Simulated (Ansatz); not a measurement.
# NaAl: the cost of one run

Computed with Ansatz 0.2.0 (DFT PBE, scalar-relativistic, plane waves, PAW, unless a step's input says otherwise).

## Step 1: Starting point

The structure is hexagonal, space group P6_3/mmc (No. 194). The conventional cell has a = 3.657 Å, b = 3.657 Å, c = 5.045 Å, α = 90.00°, β = 90.00°, γ = 120.00°. Around Na (site symmetry -3m) lie 6 Al at 2.46 Å and 2 Na at 2.52 Å. Around Al (site symmetry -6m2) lie 6 Na at 2.46 Å.

Structure file:

```xyz
4
Lattice="3.6574 0.0000 0.0000 -1.8287 3.1674 0.0000 0.0000 0.0000 5.0447" Properties=species:S:1:pos:R:3 pbc="T T T"
Na    0.0000    0.0000    0.0000
Na    0.0000    0.0000    2.5223
Al    0.0000    2.1116    1.2612
Al    1.8287    1.0558    3.7835
```

Recipe of the guess: species swapped into a database cell of CoTe (P6_3/mmc, No. 194), with Na on the Co sites and Al on the Te sites. The dimensions are guesses.

## Step 2: A first look at the guess

Input file input.yaml:

```yaml
crystal:
  lattice:
    - [3.65737759, 0.0, 0.0]
    - [-1.82868879, 3.1673819, 0.0]
    - [0.0, 0.0, 5.04465888]
  atoms:
    - { symbol: Na, position: [0.0, 0.0, 0.0] }
    - { symbol: Na, position: [0.0, 0.0, 0.5] }
    - { symbol: Al, position: [0.33333333, 0.66666667, 0.25] }
    - { symbol: Al, position: [0.66666667, 0.33333333, 0.75] }
basis:
  ecutwfc: 420
kpoints:
  mp_grid: { grid: [6, 6, 4] }
hamiltonian:
  xc: pbe
scf:
  occupations: { method: gaussian, width: 0.1 }
  lower_state_search: "off"
output:
  forces: true
  stress: true
  eigenvalues: true
```

Started as:

```sh
$ ansatz run input.yaml --threads 1 --pin off --max-ram 2048MiB --backend cpu --events-out ev --progress --plain --runs-dir out
```

What time and memory should one allow on 1 thread of Arm Neoverse V1, shared host?

About 1.3 s, with a peak of 0.28 GiB.
